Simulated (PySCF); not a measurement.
# ErH8O4 (Er(H2O)43+): the cost of one run

Program: PySCF 2.14.0. Level of theory: several levels, as the steps say, no spin–orbit coupling. These are calculated values, not measurements.

**1. Starting geometry**

13 atoms, charge 3, spin multiplicity 1.

Bond lengths: Er1–O2 2.248 Å, Er1–O5 2.248 Å, Er1–O8 2.248 Å, Er1–O11 2.248 Å, O2–H3 0.985 Å, O2–H4 0.985 Å, O5–H6 0.985 Å, O5–H7 0.985 Å, O8–H9 0.985 Å, O8–H10 0.985 Å, O11–H12 0.985 Å, O11–H13 0.985 Å. Angles: O2–Er1–O5 110.6°, O2–Er1–O8 107.2°, O2–Er1–O11 110.6°, O5–Er1–O8 110.6°, O5–Er1–O11 107.2°, O8–Er1–O11 110.6°, Er1–O2–H3 128.3°, Er1–O2–H4 128.3°, H3–O2–H4 103.4°, Er1–O5–H6 128.3°, Er1–O5–H7 128.3°, H6–O5–H7 103.4°, Er1–O8–H9 128.3°, Er1–O8–H10 128.3°, H9–O8–H10 103.4°, Er1–O11–H12 128.3°, Er1–O11–H13 128.3°, H12–O11–H13 103.4°.

Geometry (Å):

```xyz
13
ErH8O4
Er    0.0000    0.0000    0.0000
O     1.3342    1.3121    1.2459
H     2.1385    1.0581    1.7541
H     1.2596    2.2808    1.4076
O    -1.3341   -1.2460    1.3121
H    -1.2597   -1.4075    2.2807
H    -2.1385   -1.7541    1.0580
O     1.3342   -1.3121   -1.2459
H     1.2596   -2.2808   -1.4076
H     2.1385   -1.0581   -1.7541
O    -1.3341    1.2460   -1.3121
H    -2.1385    1.7541   -1.0580
H    -1.2597    1.4075   -2.2807
```

Formal oxidation states: Er +3. Each metal's 11 4f electrons lie in its core potential, so multiplicities, spins and levels count the valence alone. An earlier session relaxed this geometry at PBE0, Er lcecp-1-SVP with ECP57, O def2-SVP, H def2-SVP (singlet, point group D2).

At PBE0 on the finer grid: E = -342.427999 Eh, HOMO -24.54 eV, LUMO -15.10 eV, Mulliken charge on Er1 +1.72 e, largest force component 0.004 eV/Å. 

Levels to run: revPBE; HF; TPSS; PBE; PBE0, TZVP. Hardware: 2 threads of Arm Neoverse V1, shared host.

**2. revPBE**

Input file run.py (the lines that set the calculation):

```python
mol = gto.M(atom='''
Er     0.00002     0.00000     0.00000
O      1.33422     1.31210     1.24595
H      2.13845     1.05807     1.75412
H      1.25962     2.28077     1.40756
O     -1.33414    -1.24598     1.31211
H     -1.25966    -1.40749     2.28075
H     -2.13851    -1.75405     1.05805
O      1.33422    -1.31210    -1.24595
H      1.25962    -2.28077    -1.40756
H      2.13845    -1.05807    -1.75412
O     -1.33414     1.24598    -1.31211
H     -2.13851     1.75405    -1.05805
H     -1.25966     1.40749    -2.28075''',
    basis={'Er': 'lcecp-1-SVP', 'O': 'def2-SVP', 'H': 'def2-SVP'},
    ecp={'Er': 'lcecp-1-SVP'},
    charge=3, spin=0)
mf = dft.RKS(mol, xc='PBE_R,PBE')
mf.grids.atom_grid = (75, 302)  # f atoms: unpruned, at least (60, 302)
mf = mf.density_fit()  # fitting sets: Er AutoAux, O def2-universal-JKFIT, H def2-universal-JKFIT
mf.conv_tol = 1e-08; mf.max_cycle = 55
mf.kernel(dm0)  # dm0: the density of the relaxed state
```

The run is started by

```
> OMP_NUM_THREADS=2 python run.py
```

**Question.** How long does this run take on 2 threads of Arm Neoverse V1, shared host?

About 10 s.
